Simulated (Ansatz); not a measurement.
**CH5GaSi: one species, many methods**

The task here is to estimate one member of a computed series from the others.

Method: functionals in def2-TZVPP, the program's frozen cores in correlated methods; program: Ansatz 0.2.0, Gaussian basis.

Levels to be run: LDA (SPW92), PBE-D4, revPBE-D4, BLYP-D4, r2SCAN-D4, B97M-V, PBE0-D4, B3LYP-D4, r2SCANh-D4, r2SCAN0-D4, HSE06-D4, BHLYP-D4, CAM-B3LYP-D4, LC-ωPBE, ωB97X-V, ωB97M-V, B2PLYP, PBE-QIDH; CCSD(T)/def2-SVP; CCSD(T)/def2-TZVPP; MP2/def2-QZVPP; extrapolation to the limit; RPA on PBE.

## Structure used throughout

An earlier PBE0-D4 in a triple-zeta def2 set relaxation fixed the geometry.

8 atoms, charge 0, spin multiplicity 1.

Atoms are counted from 1 here; the program's logs count them from 0.

Bond lengths: C1–Si2 1.856 Å, C1–Ga3 2.048 Å, C1–H4 1.098 Å, C1–H5 1.099 Å, Si2–H6 1.491 Å, Si2–H7 1.492 Å, Si2–H8 1.492 Å. Angles: Si2–C1–Ga3 115.4°, Si2–C1–H4 109.8°, Si2–C1–H5 109.8°, Ga3–C1–H4 107.2°, Ga3–C1–H5 107.0°, H4–C1–H5 107.3°, C1–Si2–H6 114.7°, C1–Si2–H7 110.2°, C1–Si2–H8 110.2°, H6–Si2–H7 107.2°, H6–Si2–H8 107.2°, H7–Si2–H8 107.1°.

Set-up of the first run:

Contents of in.yaml:

```yaml
crystal:
  periodic: [false, false, false]
  atoms:
    - {symbol: C, position_ang: [-0.854566, -0.216698, -0.299195]}
    - {symbol: Si, position_ang: [0.825158, 0.395578, 0.199282]}
    - {symbol: Ga, position_ang: [-1.255921, -2.168610, 0.174726]}
    - {symbol: H, position_ang: [-0.980921, -0.114085, -1.385483]}
    - {symbol: H, position_ang: [-1.630767, 0.395775, 0.179481]}
    - {symbol: H, position_ang: [1.091911, 1.823807, -0.135465]}
    - {symbol: H, position_ang: [1.886250, -0.418863, -0.461465]}
    - {symbol: H, position_ang: [1.010956, 0.246094, 1.672220]}
basis:
  gaussian: {orbitals: def2-TZVPP}
hamiltonian: {xc: lda}
output: {orbitals: {seedname: orbitals}}
```

Run with:

```bash
ansatz run in.yaml --threads 2 --pin off --events-out ev --progress --plain --max-ram 4352MiB
```

Steps of the session up to this table: LDA; PBE-D4 (GGA); revPBE-D4 (GGA); BLYP-D4 (GGA); r2SCAN-D4 (meta-GGA); B97M-V (meta-GGA); PBE0-D4 (hybrid); B3LYP-D4 (hybrid); r2SCANh-D4 (hybrid); r2SCAN0-D4 (hybrid); HSE06-D4 (hybrid); BHLYP-D4 (hybrid); CAM-B3LYP-D4 (range-separated); LC-ωPBE (range-separated); ωB97X-V (range-separated); ωB97M-V (range-separated); B2PLYP (double hybrid); PBE-QIDH (double hybrid).

One of the session's tables, all rows but one given; the rest of the session is left out.

It belongs to the step «Frontier levels by functional». 

```
  functional  HOMO (eV)  LUMO (eV)  gap (eV)
 LDA (SPW92)      -5.12      -2.50      2.63
      PBE-D4      -4.97      -2.27      2.70
   revPBE-D4      -4.92      -2.17      2.75
     BLYP-D4      -4.84      -2.21      2.64
   r2SCAN-D4      -5.20      -2.12      3.08
      B97M-V      -5.17      -2.22      2.95
     PBE0-D4      -5.91      -1.52      4.39
    B3LYP-D4      -5.75      -1.76      3.99
  r2SCANh-D4      -5.55      -1.85      3.70
  r2SCAN0-D4      -6.07      -1.45      4.62
    HSE06-D4          ?          ?         ?
    BHLYP-D4      -6.74      -0.78      5.96
CAM-B3LYP-D4      -7.12      -0.61      6.51
     LC-ωPBE      -8.32       0.49      8.81
     ωB97X-V      -8.02       0.36      8.38
     ωB97M-V      -7.95       0.18      8.13
```

**Question.** Estimate the row for HSE06-D4.

As computed: HOMO (eV): -5.52; LUMO (eV): -1.89; gap (eV): 3.63. In the column «HOMO (eV)» it lies between r2SCANh-D4 (-5.55) and r2SCAN-D4 (-5.20).
